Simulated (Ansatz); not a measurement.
I need a geometry optimisation of GeH8Si2, SMILES [SiH3][GeH2][SiH3]. Use Ansatz's Python interface. Settings: PBE0, def2-SVP basis, multiplicity 1.

```xyz
11

Si   -1.1568    1.2027   -0.8145
Ge   -0.3594   -0.0364    0.9003
Si    1.4251   -1.2374    0.1092
H    -1.5518    0.3760   -1.9283
H    -0.1616    2.1598   -1.3253
H    -2.3599    2.0347   -0.3438
H     0.1227    0.8944    2.0632
H    -1.4092   -0.9926    1.4011
H     2.0105   -2.0409    1.2561
H     2.4901   -0.3074   -0.3389
H     1.0155   -2.1100   -0.9584
```

Script `opt_geh8si2.py`:
```python
"""Minimum-energy structure of GeH8Si2."""

import itertools

import ansatz
from ase.data import atomic_numbers, covalent_radii
import numpy as np

GEOMETRY = """
Si   -1.15680    1.20270   -0.81450
Ge   -0.35940   -0.03640    0.90030
Si    1.42510   -1.23740    0.10920
H    -1.55180    0.37600   -1.92830
H    -0.16160    2.15980   -1.32530
H    -2.35990    2.03470   -0.34380
H     0.12270    0.89440    2.06320
H    -1.40920   -0.99260    1.40110
H     2.01050   -2.04090    1.25610
H     2.49010   -0.30740   -0.33890
H     1.01550   -2.11000   -0.95840
"""

system = ansatz.Crystal.molecule()
for line in GEOMETRY.strip().splitlines():
    symbol, *xyz = line.split()
    system = system.atom(symbol, [float(v) for v in xyz])

calculation = system.calculation().basis(gaussian="def2-SVP").functional("pbe0").accuracy("medium")
symbols = [site.symbol for site in system.cartesian_sites]
start = np.array([site.position_ang for site in system.cartesian_sites], dtype=float)
data = calculation.relax(force_tolerance=0.02).run(threads=1, pin="off").report
end = np.array(data["positions_ang"])

print(f"E = {data['free_energy_ev']:.6f} eV = {data['free_energy_ev'] / 27.211386246:.7f} Ha")
print("converged:", data["converged"], " doubts:", data["published_state_doubts"] or "none")

# pairs closer than 1.2 times the sum of covalent radii, before or after
radius = [covalent_radii[atomic_numbers[s]] for s in symbols]
span = lambda where, i, j: np.linalg.norm(where[i] - where[j])
bonded = [(i, j) for i, j in itertools.combinations(range(len(symbols)), 2) if min(span(start, i, j), span(end, i, j)) < 1.2 * (radius[i] + radius[j])]
print("pair        before    after (A)")
for i, j in bonded:
    print(f"{symbols[i]}{i}-{symbols[j]}{j}".ljust(10), f"{span(start, i, j):8.4f} {span(end, i, j):8.4f}")

charges = data["charge_distribution"]
dipole = np.array(charges["dipole_moment_e_ang"]) * 4.803205
print("dipole (D): {:.3f} {:.3f} {:.3f}, length {:.3f}".format(*dipole, np.linalg.norm(dipole)))
print("atom  Mulliken   Lowdin")
for symbol, m, l in zip(symbols, charges["mulliken_charges_e"], charges["lowdin_charges_e"]):
    print(f"{symbol:4s} {m:9.3f} {l:8.3f}")
```

Output of `python opt_geh8si2.py`:
```text
E = -72377.619661 eV = -2659.8284632 Ha
converged: True  doubts: none
pair        before    after (A)
Si0-Ge1      2.2609   2.3863
Si0-H3       1.4422   1.4951
Si0-H4       1.4722   1.4951
Si0-H5       1.5366   1.4949
Ge1-Si2      2.2919   2.3863
Ge1-H6       1.5656   1.5432
Ge1-H7       1.5057   1.5431
Si2-H8       1.5178   1.4949
Si2-H9       1.4832   1.4951
Si2-H10      1.4384   1.4951
dipole (D): -0.017 -0.005 0.034, length 0.039
atom  Mulliken   Lowdin
Si       0.183    0.244
Ge      -0.008   -0.060
Si       0.183    0.245
H       -0.050   -0.060
H       -0.050   -0.060
H       -0.046   -0.061
H       -0.033   -0.033
H       -0.033   -0.033
H       -0.046   -0.061
H       -0.050   -0.060
H       -0.050   -0.060
```

The settings weren't tested for convergence. The end point is the stationary point reached from this start; no frequency run checks that it is a minimum, and the basis set is modest. The Löwdin charges here are taken after orthogonalising the functions within each atom; they differ from plain Löwdin charges, and their signs can be unphysical. It ran for 35 s on 1 thread of AMD EPYC 7R43 64-Core Processor (Zen 3), with other jobs on the host, peak memory 0.33 GiB.

(Lines on the test bed's own set-up are left out of the output.)
